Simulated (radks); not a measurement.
**Valence configurations of Ho⁺**

One table from this session's results is given with a row withheld; the runs are named, their logs left out.

Method: scalar-relativistic Kohn-Sham, PBE, spin-polarised, spherical densities, finite nucleus; open shells are filled with parallel spins first. Code: radks (a radial shooting solver on a logarithmic mesh, Libxc functionals) version 1.

### What is computed

| Property | Result |
| --- | --- |
| element | holmium (Z = 67) |
| charge | +1 |
| electrons | 66 |
| configuration | [Xe] 4f11 6s1 |
| nuclear rms radius | 5.2022 fm |
| others tried | 4f10 5d1 6s1; 4f9 6s1 6p2; 4f10 6s2; 4f9.5 5d1 6s1 6p0.5; 4f11 6p1; 4f10.5 6s1 6p0.5; 4f11 5d0.5 6s0.5; 4f9 5d2 6s1; 4f12 |

The outer shells:

Ho⁺
```
[Xe] core
4f [↑↓][↑↓][↑↓][↑↓][↑ ][↑ ][↑ ]
6s [↑ ]
```

The first run:

Input:

```text
Z 67
configuration [Xe] 4f11 6s1
relativity scalar-relativistic
functional pbe,pbe
spin polarised
nucleus finite rms 5.2022 fm
c 137.035999084
```

Launch:

```
$ python run_ks.py task.json out
```

All runs below come from this command, one after another.

Among the steps run: [Xe] 4f11 6s1.

One of the session's tables, all rows but one given; the rest of the session is left out.

It belongs to the step «[Xe] 4f11 6s1». From the orbitals of this run (lengths in bohr):

```
  level     <r>  outermost maximum (interpolated)  90 % within  nodes
  5s up   1.274                              1.13         1.84      4
5s down   1.281                              1.14         1.85      4
  5p up   1.514                              1.30         2.24      3
5p down       ?                                 ?            ?      ?
  4f up  0.8397                             0.523         1.47      0
  6s up   3.640                              3.18         5.30      5
4f down  0.8647                             0.525         1.53      0
6s down   3.606                              3.18         5.23      5
```

Q: Estimate the row for 5p down from the others.

**Answer.** <r>: 1.523; outermost maximum (interpolated): 1.30; 90 % within: 2.25; nodes: 3. In the column «<r>» it lies between 5p up (1.514) and 6s down (3.606).
